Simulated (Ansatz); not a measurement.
# COW: the cost of one run

Program: Ansatz 0.2.0, Gaussian basis. Level of theory: def2-TZVPP, core rule «outside noble gas», up to 6 orbitals frozen. These are calculated values, not measurements.

To be run: UHF; CCSD(T) on RHF; CCSD(T) on UHF; CCSDT(Q) on RHF.

### 1 The system

The geometry is a PBE0/def2-TZVP stationary point (not a proven minimum). No spin-orbit coupling is included. Elements past krypton take def2 core potentials.

3 atoms, charge 0, spin multiplicity 1.

Atoms are counted from 1 here; the program's logs count them from 0.

Bond lengths: W1–C2 1.831 Å, C2–O3 1.166 Å. Angles: W1–C2–O3 180.0°.

### 2 UHF

Input file in.yaml:

```yaml
crystal:
  periodic: [false, false, false]
  atoms:
    - {symbol: W, position_ang: [0.000000, 0.000000, -1.609297]}
    - {symbol: C, position_ang: [0.000000, 0.000000, 0.221459]}
    - {symbol: O, position_ang: [0.000000, 0.000000, 1.387838]}
basis:
  gaussian: {orbitals: def2-TZVPP}
magnetization: {spin_polarized: true, initial_magnetization: 0}
hamiltonian: {xc: hf}
output: {orbitals: {seedname: orbitals}}
```

Launch:

```console
$ ansatz run in.yaml --threads 1 --pin off --events-out ev --progress --plain --max-ram 2816MiB --backend cpu
```

Q: Estimate wall time and peak memory on 1 thread of AMD EPYC 7R13, shared host.

About 35 s, with a peak of 0.32 GiB.
